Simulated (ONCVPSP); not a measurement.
# Co: an ONCV potential and its near relatives, part 2 of 2

One potential is built and tested. Then a few of its settings are changed, to learn what that costs or gains.

ONCVPSP 4.0.1; first potential revPBE, scalar-relativistic. Earlier steps stand in the parts before.

## (6) Changed: d: rc 1.4 → 1.86 bohr; core correction Teter function, fcfact 6, rcfact 1.7 …

In full, the change is: d: rc 1.4 → 1.86 bohr; core correction Teter function, fcfact 6, rcfact 1.7 (was Teter function, fcfact 6.7, rcfact 1.7).

Co.dat

```
# ATOM AND REFERENCE CONFIGURATION
# atsym  z   nc   nv     iexc    psfile
  Co 27.00    3    4  -102130      upf
#
#   n    l    f
    1    0    2.00
    2    0    2.00
    2    1    6.00
    3    0    2.00
    3    1    6.00
    3    2    7.00
    4    0    0.50
#
# PSEUDOPOTENTIAL AND OPTIMIZATION
# lmax
    2
#
#   l,   rc,      ep,       ncon, nbas, qcut
    0    1.30    0.00    4    8   11.70
    1    0.95    0.00    3    8   16.60
    2    1.86    0.00    4    8   11.10
#
# LOCAL POTENTIAL
# lloc, lpopt,  rc(5),   dvloc0
    4    5    0.80    2.00
#
# VANDERBILT-KLEINMAN-BYLANDER PROJECTORs
# l, nproj, debl
    0    2    1.10
    1    1    2.00
    2    2    2.20
#
# MODEL CORE CHARGE
# icmod, fcfact, rcfact
    3    6.00    1.70
#
# LOG DERIVATIVE ANALYSIS
# epsh1, epsh2, depsh
   -6.00    5.00    0.04
#
# OUTPUT GRID
# rlmax, drl
    6.00    0.01
#
# TEST CONFIGURATIONS
# ncnf
    4
# nvcnf
#   n    l    f
    4
    3    0    2.00
    3    1    6.00
    3    2    7.00
    4    0    2.00
#
    4
    3    0    2.00
    3    1    6.00
    3    2    7.00
    4    0    1.00
#
    4
    3    0    2.00
    3    1    6.00
    3    2    7.00
    4    0    0.00
#
    4
    3    0    2.00
    3    1    6.00
    3    2    7.50
    4    0    1.50
#
```

Command:

```
oncvpsp.x < Co.dat > Co.out
```

Output in Co.out (without the consistency checks and plot data):

```text
ONCVPSP  (Optimized Norm-Conservinng Vanderbilt PSeudopotential)
scalar-relativistic version 4.0.1

[... all-electron levels as in step 2 ...]

Begin loop to  construct optimized pseudo wave functions
and semi-local pseudopoentials for all angular momenta

Calculating optimized projector #   1

 for l=   0

    Fraction of norm inside rc  0.948159
    Optimizing pswf for qcut=  11.69 a_B^-1,  ecut=  68.31 Ha
    Residual kinetic energy error=  2.55D-08 Ha

    Energy error per electron        Cutoff
         Ha          eV             Ha
         0.01000     0.27211       28.56
         0.00100     0.02721       39.00
         0.00010     0.00272       47.15
         0.00001     0.00027       54.00

Calculating optimized projector #   2

 for l=   0

    Fraction of norm inside rc  0.056466
    Optimizing pswf for qcut=  11.69 a_B^-1,  ecut=  68.31 Ha
    Residual kinetic energy error=  1.86D-08 Ha

    Energy error per electron        Cutoff
         Ha          eV             Ha
         0.01000     0.27211       19.03
         0.00100     0.02721       34.37
         0.00010     0.00272       44.72
         0.00001     0.00027       52.86

Calculating optimized projector #   1

 for l=   1

    Fraction of norm inside rc  0.703111
    Optimizing pswf for qcut=  16.58 a_B^-1,  ecut= 137.41 Ha
    Residual kinetic energy error=  1.95D-08 Ha

    Energy error per electron        Cutoff
         Ha          eV             Ha
         0.01000     0.27211       29.90
         0.00100     0.02721       72.87
         0.00010     0.00272       92.38
         0.00001     0.00027      106.85

   Wellstate for l =  2  n =  5
     eigenvalue =   1.4007
     asymptotic potential =   1.9007
     half-point radius =  3.5100

Calculating optimized projector #   1

 for l=   2

    Fraction of norm inside rc  0.912527
    Optimizing pswf for qcut=  11.10 a_B^-1,  ecut=  61.62 Ha
    Residual kinetic energy error=  1.63D-09 Ha

    Energy error per electron        Cutoff
         Ha          eV             Ha
         0.01000     0.27211       31.54
         0.00100     0.02721       37.81
         0.00010     0.00272       43.26
         0.00001     0.00027       47.70

Calculating optimized projector #   2

 for l=   2

    Fraction of norm inside rc  0.156287
    Optimizing pswf for qcut=  11.10 a_B^-1,  ecut=  61.62 Ha
    Residual kinetic energy error=  5.93D-09 Ha

    Energy error per electron        Cutoff
         Ha          eV             Ha
         0.01000     0.27211       31.71
         0.00100     0.02721       39.31
         0.00010     0.00272       45.52
         0.00001     0.00027       50.54

Construct Vanderbilt / Kleinmman-Bylander projectors

B matrix Hermiticity error, ll=   0
   1   2    4.2871E-04

  Orthonormal projector coefficients  1.6866E+01  2.5423E+00

B matrix Hermiticity error, ll=   2
   1   2   -1.6740E-04

  Orthonormal projector coefficients -3.9280E+00 -2.5662E+00

Model core correction analysis
  based on d2Exc/dn_idn_j

d2excae - all-electron derivatives

   -4.336470D-02   -4.011456D-02   -2.942818D-02   -2.775086D-03
   -4.011481D-02   -3.844972D-02   -2.916560D-02   -3.495696D-03
   -2.942862D-02   -2.916584D-02   -2.757296D-02   -1.042492D-02
   -2.773657D-03   -3.493139D-03   -1.043092D-02   -4.847956D-02

d2excps - pseudofunction derivatives with no core correction

   -5.146815D-02   -4.245179D-02   -2.787474D-02   -3.823807D-03
   -4.245346D-02   -4.058081D-02   -2.914033D-02   -3.871228D-03
   -2.787495D-02   -2.914046D-02   -2.858708D-02   -9.970979D-03
   -3.822929D-03   -3.868748D-03   -9.977003D-03   -4.837088D-02

rms 2nd derivative error    2.370431E-03

rmatch, rhocmatch    0.4063   41.0272

Teter function model core charge with specified parameters

d2excps - pseudofunction derivatives with core correction

   -3.484327D-02   -3.377063D-02   -2.569589D-02   -2.377240D-03
   -3.377060D-02   -3.374884D-02   -2.715971D-02   -3.138171D-03
   -2.569583D-02   -2.715966D-02   -2.824711D-02   -9.761061D-03
   -2.375805D-03   -3.135643D-03   -9.767087D-03   -4.824624D-02

rms 2nd derivative error    3.649333E-03

Pseudoatom total energy -140.837690

Diagnostic tests using Vanderbilt-Kleinman-Bylander pseudopotentials
  1 or more projectors used as specified by nproj input data

   l    rcore       rmatch      e in        delta e   norm test  slope test

   0   1.3044825   1.3440894  -4.2697332   0.0000058   1.0001983   1.0001844
   0   1.3044825   1.3440894  -0.6092027   0.0000075   1.0000457   1.0000368

   1   0.9500474   0.9788929  -2.9172926  -0.0000510   0.9999916   1.0000331

   2   1.8677430   1.9244517  -0.7993273  -0.0000012   1.0000970   1.0001061
   2   1.8677430   1.9244517   1.4006727   0.0000263   1.0000984   1.0000984

 Testing for bound ghosts
   n   l    E NL Schr. Eq   E Basis Diag.   E Cutoff

   1   0       -4.269727       -4.269726    155.23
   2   0       -0.609195       -0.506748    155.23

   2   1       -2.917344       -2.916039    246.27

   3   2       -0.799328       -0.799227     99.00

 Testing for highly-localized positive-energy ghosts
       l    <radius>/rc     E Basis Diag.   E Cutoff

Test configuration 0

   n   l     f        eae           eps        diff
   1   0  2.0000 -279.57388849
   2   0  2.0000  -33.53829287
   2   1  6.0000  -28.78932159
   3   0  2.0000   -4.26973325   -4.26972748    5.77D-06
   3   1  6.0000   -2.91729262   -2.91734357   -5.10D-05
   3   2  7.0000   -0.79932726   -0.79932847   -1.21D-06
   4   0  0.5000   -0.60920274   -0.60919521    7.53D-06

    Total energies and differences
      AE_ref= -1.39269241D+03  AE_tst= -1.39269241D+03  dif=  0.00D+00
      PS_ref= -1.40837690D+02  PS_tst= -1.40837690D+02  dif= -2.84D-14
      PSP excitation error=  2.84D-14

Test configuration 1

   n   l     f        eae           eps        diff
   1   0  2.0000 -279.06513156
   2   0  2.0000  -33.04181630
   2   1  6.0000  -28.29183305
   3   0  2.0000   -3.76510766   -3.76373261    1.38D-03
   3   1  6.0000   -2.41187753   -2.41129298    5.85D-04
   3   2  7.0000   -0.29936402   -0.29791406    1.45D-03
   4   0  2.0000   -0.19855744   -0.19875599   -1.99D-04

    Total energies and differences
      AE_ref= -1.39269241D+03  AE_tst= -1.39328867D+03  dif= -5.96D-01
      PS_ref= -1.40837690D+02  PS_tst= -1.41434178D+02  dif= -5.96D-01
      PSP excitation error=  2.29D-04

Test configuration 2

   n   l     f        eae           eps        diff
   1   0  2.0000 -279.39017280
   2   0  2.0000  -33.35961347
   2   1  6.0000  -28.61022895
   3   0  2.0000   -4.08806796   -4.08742620    6.42D-04
   3   1  6.0000   -2.73541525   -2.73513894    2.76D-04
   3   2  7.0000   -0.62001424   -0.61940056    6.14D-04
   4   0  1.0000   -0.46408719   -0.46416680   -7.96D-05

    Total energies and differences
      AE_ref= -1.39269241D+03  AE_tst= -1.39296037D+03  dif= -2.68D-01
      PS_ref= -1.40837690D+02  PS_tst= -1.41105688D+02  dif= -2.68D-01
      PSP excitation error=  4.38D-05

Test configuration 3

   n   l     f        eae           eps        diff
   1   0  2.0000 -279.77092572
   2   0  2.0000  -33.72955457
   2   1  6.0000  -28.98105359
   3   0  2.0000   -4.46387052   -4.46473995   -8.69D-04
   3   1  6.0000   -3.11147971   -3.11204108   -5.61D-04
   3   2  7.0000   -0.99019186   -0.99097127   -7.79D-04

    Total energies and differences
      AE_ref= -1.39269241D+03  AE_tst= -1.39234960D+03  dif=  3.43D-01
      PS_ref= -1.40837690D+02  PS_tst= -1.40494856D+02  dif=  3.43D-01
      PSP excitation error= -1.66D-05

Test configuration 4

   n   l     f        eae           eps        diff
   1   0  2.0000 -278.97007642
   2   0  2.0000  -32.93487324
   2   1  6.0000  -28.18600888
   3   0  2.0000   -3.66931149   -3.66927936    3.21D-05
   3   1  6.0000   -2.31890128   -2.31896126   -6.00D-05
   3   2  7.5000   -0.21973079   -0.22023938   -5.09D-04
   4   0  1.5000   -0.17682807   -0.17662025    2.08D-04

    Total energies and differences
      AE_ref= -1.39269241D+03  AE_tst= -1.39332419D+03  dif= -6.32D-01
      PS_ref= -1.40837690D+02  PS_tst= -1.41469513D+02  dif= -6.32D-01
      PSP excitation error=  4.86D-05
```

Run time: 2.7 s. Hardware: 1 thread, shared host.

The tests as a table, with energies relative to 3s2 3p6 3d7 4s0.5.

| valence configuration | charge | ΔE all-electron (eV) | error AE − PS (meV) |
| --- | --- | --- | --- |
| 3s2 3p6 3d7 4s2 | 0 | -16.225 | +6.2 |
| 3s2 3p6 3d7 4s1 | +1 | -7.291 | +1.2 |
| 3s2 3p6 3d7 4s0 | +2 | 9.329 | -0.5 |
| 3s2 3p6 3d7.5 4s1.5 | 0 | -17.191 | +1.3 |

With this change the loose cutoff stays at 73 Ha, the largest test error goes from +4.1 to +6.2 meV and there is no bound ghost.

## (7) Results

This closing draws on all 2 parts.

Cutoffs, loose and tight: the cutoffs (Ha) at which the residual kinetic energy of the hardest occupied pseudo-wave falls to 1 and 0.1 mHa per electron; empty and scattering waves don't count. The number of plane waves in a given cell goes as the cutoff to the power 3/2; it is given for the loose cutoff, relative to the first potential. Test errors are all-electron less pseudo. The phase difference is the largest within 0.5 Ha of zero, over the channels with partial waves.

| change | outcome | cutoff, loose | cutoff, tight | plane waves, relative | bound ghosts | largest test error (meV) | phase difference near zero (rad) |
| --- | --- | --- | --- | --- | --- | --- | --- |
| first potential | generated | 73 Ha | 92 Ha | 1.00 | none | +4.1 | 0.003 |
| d: rc 1.4 → 1.86 bohr; core correction Teter function, fcfact 6, rcfact 1.7 (was Teter function, fcfact 6.7, rcfact 1.7) | generated | 73 Ha | 92 Ha | 1.00 | none | +6.2 | 0.003 |

What this shows: Among those with the same tests, the first potential has the smallest worst error, +4.1 meV.

The first potential by itself. The worst unpolarised test, 3s2 3p6 3d7 4s2, is off by 4.1 meV on 16.2 eV; by total energies transferability rates as very good. The potential is very hard: the looser tolerance needs 73 Ha. At the looser tolerance the 3p wave is the slowest; 3d needs 50 Ha. No bound ghost shows below the valence levels.
